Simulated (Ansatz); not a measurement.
**GeH₆O₃Si: a ladder of functionals and wavefunction methods**

How much do the methods differ for GeH₆O₃Si? The plan is to run it at one geometry with functionals of several rungs and with coupled cluster, and see how far each lands from CCSD(T) at the basis-set limit for the atomisation energy.

Computed with Ansatz 0.2.0, Gaussian basis. Level: functionals in def2-TZVPP, the program's frozen cores in correlated methods.

The runs, in order: PBE-D4, r2SCAN-D4, PBE0-D4, B3LYP-D4, ωB97X-V, ωB97M-V, B2PLYP; CCSD(T)/def2-TZVPP; MP2/def2-QZVPP; extrapolation to the limit.

## 1. Structure used throughout

All runs share one geometry, relaxed beforehand with PBE0-D4 in a triple-zeta def2 set.

11 atoms, charge 0, spin multiplicity 1.

Atoms are counted from 1 here; the program's logs count them from 0.

Bond lengths: O1–Ge2 1.809 Å, O1–H6 0.959 Å, Ge2–Si3 2.384 Å, Ge2–H7 1.543 Å, Ge2–H8 1.545 Å, Si3–O4 1.643 Å, Si3–O5 1.638 Å, Si3–H9 1.484 Å, O4–H10 0.959 Å, O5–H11 0.965 Å. Angles: Ge2–O1–H6 114.5°, O1–Ge2–Si3 94.9°, O1–Ge2–H7 108.6°, O1–Ge2–H8 108.4°, Si3–Ge2–H7 117.8°, Si3–Ge2–H8 117.5°, H7–Ge2–H8 108.2°, Ge2–Si3–O4 106.0°, Ge2–Si3–O5 102.8°, Ge2–Si3–H9 117.4°, O4–Si3–O5 114.7°, O4–Si3–H9 109.5°, O5–Si3–H9 106.6°, Si3–O4–H10 118.1°, Si3–O5–H11 113.9°.

Geometry (Å):

| atom | x (Å) | y (Å) | z (Å) |
| --- | --- | --- | --- |
| O1 | -0.8241 | 1.7148 | 0.6099 |
| Ge2 | -0.2631 | 0.9530 | -0.9323 |
| Si3 | 0.6990 | -0.9572 | 0.1201 |
| O4 | -0.2865 | -2.2193 | -0.2464 |
| O5 | 0.7095 | -0.5323 | 1.7024 |
| H6 | -1.3374 | 2.5161 | 0.4943 |
| H7 | -1.4868 | 0.7313 | -1.8449 |
| H8 | 0.6949 | 1.9358 | -1.6412 |
| H9 | 2.0980 | -1.3014 | -0.2367 |
| H10 | -0.0457 | -3.0891 | 0.0780 |
| H11 | 0.1075 | 0.1912 | 1.9171 |

## 2. PBE-D4 (GGA)

File in.yaml:

```yaml
crystal:
  periodic: [false, false, false]
  atoms:
    - {symbol: O, position_ang: [-0.824055, 1.714774, 0.609931]}
    - {symbol: Ge, position_ang: [-0.263056, 0.953019, -0.932270]}
    - {symbol: Si, position_ang: [0.698998, -0.957226, 0.120058]}
    - {symbol: O, position_ang: [-0.286481, -2.219334, -0.246372]}
    - {symbol: O, position_ang: [0.709526, -0.532252, 1.702393]}
    - {symbol: H, position_ang: [-1.337448, 2.516123, 0.494341]}
    - {symbol: H, position_ang: [-1.486764, 0.731322, -1.844925]}
    - {symbol: H, position_ang: [0.694919, 1.935848, -1.641151]}
    - {symbol: H, position_ang: [2.098011, -1.301412, -0.236670]}
    - {symbol: H, position_ang: [-0.045733, -3.089103, 0.078031]}
    - {symbol: H, position_ang: [0.107481, 0.191240, 1.917134]}
basis:
  gaussian: {orbitals: def2-TZVPP}
hamiltonian: {xc: pbe, dispersion: d4}
output: {forces: true, orbitals: {seedname: orbitals}}
```

The run is started by

```
ansatz run in.yaml --threads 2 --pin off --events-out ev --progress --plain --max-ram 32768MiB --backend cpu
```

Further steps of the session: r2SCAN-D4 (meta-GGA); PBE0-D4 (hybrid); B3LYP-D4 (hybrid); ωB97X-V (range-separated); ωB97M-V (range-separated); B2PLYP (double hybrid); CCSD(T) in def2-TZVPP; MP2 in def2-QZVPP.

Before running them: what should the planned runs give, taken together? Wanted: atomisation energy, CCSD(T)/CBS; farthest; mean size of error, hybrid; mean size of error, range-separated; gap, smallest and largest; T1 diagnostic; triples share of the correlation energy.

The runs gave:

| quantity | value |
| --- | --- |
| atomisation energy, CCSD(T)/CBS | 920.4 kcal/mol |
| functionals within 9.2 kcal/mol (1.0 %) | PBE-D4, r2SCAN-D4, ωB97X-V, ωB97M-V |
| farthest | PBE0-D4 (-22.5 kcal/mol) |
| mean size of error, hybrid | 18.5 kcal/mol |
| mean size of error, range-separated | 6.0 kcal/mol |
| gap, smallest and largest | 5.42 eV (PBE-D4), 11.80 eV (ωB97X-V) |
| T1 diagnostic | 0.0124 |
| triples share of the correlation energy | 3.4 % |

What this shows: PBE-D4 is off by -2.1 kcal/mol. Double hybrids carry the basis error of their MP2 part in triple zeta, and no dispersion term here, so their miss is partly the set-up's. The reference freezes the cores and leaves out relativity and excitations past (T), and its outer-core shells are covered unevenly, so misses under about 9.2 kcal/mol can't be ranked. Hartree-Fock recovers 69 % of the binding; the rest is correlation. Orbital gaps span 5.4 to 11.8 eV; exact exchange widens them. Correlated methods include outer-core shells of Ge, which these sets cover unevenly.
